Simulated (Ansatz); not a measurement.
# C3H6ClF: energies of removing a hydrogen

Wanted for C3H6ClF: energies of removing a hydrogen. SMILES: FCCCCl.

Program: the Python package of Ansatz 0.2.0. Level of theory: MP2/def2-SVPD. These are calculated values, not measurements.

### Step 1. The system

Bond lengths: F1–C2 1.334 Å, C2–C3 1.504 Å, C3–C4 1.495 Å, C4–Cl5 1.764 Å, C2–H6 1.092 Å, C2–H7 1.093 Å, C3–H8 1.089 Å, C3–H9 1.148 Å, C4–H10 1.038 Å, C4–H11 1.170 Å. Angles (14 of 18 angles, heavy atoms first): F1–C2–C3 106.3°, C2–C3–C4 116.9°, C3–C4–Cl5 113.6°, F1–C2–H6 107.3°, F1–C2–H7 112.6°, C3–C2–H6 111.9°, C3–C2–H7 111.8°, C2–C3–H8 110.5°, C2–C3–H9 107.4°, C4–C3–H8 109.3°, C4–C3–H9 109.0°, C3–C4–H10 113.2°, C3–C4–H11 106.0°, Cl5–C4–H10 110.3°.

The script reads c3h6clf.xyz:

```xyz
11

F    -1.67960   -0.44280    0.90140
C    -0.55970    0.24460    1.13370
C     0.48260   -0.32410    0.21130
C     0.27270   -0.11690   -1.25440
Cl    0.31700    1.57780   -1.74070
H    -0.29920    0.09640    2.18340
H    -0.68820    1.32030    0.98650
H     0.62580   -1.38620    0.40730
H     1.49250    0.13140    0.51270
H     0.91840   -0.67740   -1.84260
H    -0.81690   -0.48030   -1.47800
```

### Step 2. Script

bde_c3h6clf.py

```python
'''X-H bond energies of C3H6ClF without relaxation.'''

import ansatz as az

BASIS_SET = 'def2-SVPD'
LEVEL = 'MP2'


def total_energy(molecule, charge=0, unpaired=0):
    calc = (
        molecule.calculation()
        .basis(gaussian=BASIS_SET)  # the orbital basis, by name
        .correlation(LEVEL)
    )
    if charge:
        calc = calc.charge(charge)
    if unpaired:
        calc = calc.spin('collinear', total=unpaired)
    return calc.run(threads=1).report['free_energy_ev']

def without(molecule, index):
    rest = az.Crystal.molecule()
    for i, site in enumerate(molecule.cartesian_sites):
        if i != index:
            rest = rest.atom(site.symbol, site.position_ang)
    return rest


def main() -> None:
    system = az.Crystal.molecule_from_extxyz('c3h6clf.xyz')

    whole = total_energy(system, 0)
    hydrogen = total_energy(az.Crystal.molecule().atom('H', (0, 0, 0)), 0, 1)
    print(f'E(molecule) = {whole:.5f} eV, E(H) = {hydrogen:.5f} eV')
    for index in [6, 8, 10]:
        radical = total_energy(without(system, index), 0, 1)
        print(f'H{index}: homolysis {23.060548 * (radical + hydrogen - whole):.1f} kcal/mol')
        anion = total_energy(without(system, index), -1)
        print(f'H{index}: loss of a proton {23.060548 * (anion - whole):.1f} kcal/mol')


if __name__ == '__main__':
    main()
```

### Step 3. What the engine is handed

The package turns the script's settings into the engine's input (first run):

```yaml
crystal:
  periodic: [false, false, false]
  atoms:
    - { symbol: F, position_ang: [-1.6796, -0.4428, 0.9014] }
    - { symbol: C, position_ang: [-0.5597, 0.2446, 1.1337] }
    - { symbol: C, position_ang: [0.4826, -0.3241, 0.2113] }
    - { symbol: C, position_ang: [0.2727, -0.1169, -1.2544] }
    - { symbol: Cl, position_ang: [0.317, 1.5778, -1.7407] }
    - { symbol: H, position_ang: [-0.2992, 0.0964, 2.1834] }
    - { symbol: H, position_ang: [-0.6882, 1.3203, 0.9865] }
    - { symbol: H, position_ang: [0.6258, -1.3862, 0.4073] }
    - { symbol: H, position_ang: [1.4925, 0.1314, 0.5127] }
    - { symbol: H, position_ang: [0.9184, -0.6774, -1.8426] }
    - { symbol: H, position_ang: [-0.8169, -0.4803, -1.478] }
basis:
  gaussian:
    orbitals: def2-SVPD
correlation:
  method: mp2
```

### Step 4. Launch

Launch:

```sh
python bde_c3h6clf.py
```

Q: Predict the main results. Wanted: weakest bond to hydrogen among those tried; easiest loss of a proton among those tried.

**Answer**, as computed:

| quantity | value |
| --- | --- |
| weakest bond to hydrogen among those tried (homolysis) | H10 (counted from 0), 103.5 kcal/mol |
| easiest loss of a proton among those tried | H8, 406.2 kcal/mol |
| runs compared | 8 |

**Reading.** Atoms are numbered as in the script, from 0. The fragments aren't relaxed and zero-point energy is left out, so these aren't bond dissociation enthalpies. Losing a bare proton in the gas phase costs far more than homolysis, as charges must be parted. All 8 runs converged (8 to 16 cycles). The geometry is a force-field or estimated start, not a minimum of this method, and the basis set is short of its limit. All parts are taken at fixed geometry, without zero-point energy.
